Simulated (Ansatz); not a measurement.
# GaHNO: the cost of one run

Program: Ansatz 0.2.0, Gaussian basis. Level of theory: cc-pVDZ, all electrons in the functionals, frozen cores in the correlation of double hybrids and RPA. These are calculated values, not measurements.

The runs, in order: wB97M-V, B2PLYP, RPA-PBE, at charge 0, doublet; charge 0, quartet; charge 1, singlet; charge 1, triplet; displaced geometry v1; displaced geometry v2.

20 further runs of the same task are left out: 8 that didn't finish, 12 set aside as unsound or not needed.

**1. The geometry**

The geometry is a PBE0/def2-TZVP stationary point (not a proven minimum). No spin-orbit coupling is included. The filled d shell of Ga may be among the frozen orbitals whatever the setting's name suggests; the logs give the count.

4 atoms, charge 0, spin multiplicity 2.

Atoms are counted from 1 here; the program's logs count them from 0.

Bond lengths: N1–Ga2 1.824 Å, N1–H4 1.026 Å, Ga2–O3 1.646 Å. Angles: Ga2–N1–H4 110.7°, N1–Ga2–O3 174.4°.

No dispersion term is added; wB97M-V holds VV10 nonlocal correlation.

The geometry shown and the zero of energy belong to the point charge 0, doublet. The yardstick, UCCSD(T), and other wave-function levels (R restricted, U unrestricted, valence and pair active spaces) come from earlier runs.

**2. wB97M-V, charge 0, doublet**

The input, in.yaml:

```yaml
crystal:
  periodic: [false, false, false]
  atoms:
    - {symbol: N, position_ang: [0.000002, -0.305202, 1.208781]}
    - {symbol: Ga, position_ang: [-0.000020, -0.148364, -0.607989]}
    - {symbol: O, position_ang: [0.000006, -0.166513, -2.253636]}
    - {symbol: H, position_ang: [0.000012, 0.620079, 1.652845]}
basis:
  gaussian: {orbitals: cc-pVDZ}
magnetization: {spin_polarized: true, initial_magnetization: 1}
hamiltonian: {xc: {name: wB97M-V}}
output: {orbitals: {seedname: orbitals}}
```

Started as:

```sh
> ansatz run in.yaml --threads 1 --pin off --events-out ev --progress --plain --max-ram 2393MiB
```

**Question.** How long does this run take on 1 thread of Arm Neoverse N1, shared host, and how much memory does it need?

About 24 s, with a peak of 0.25 GiB.
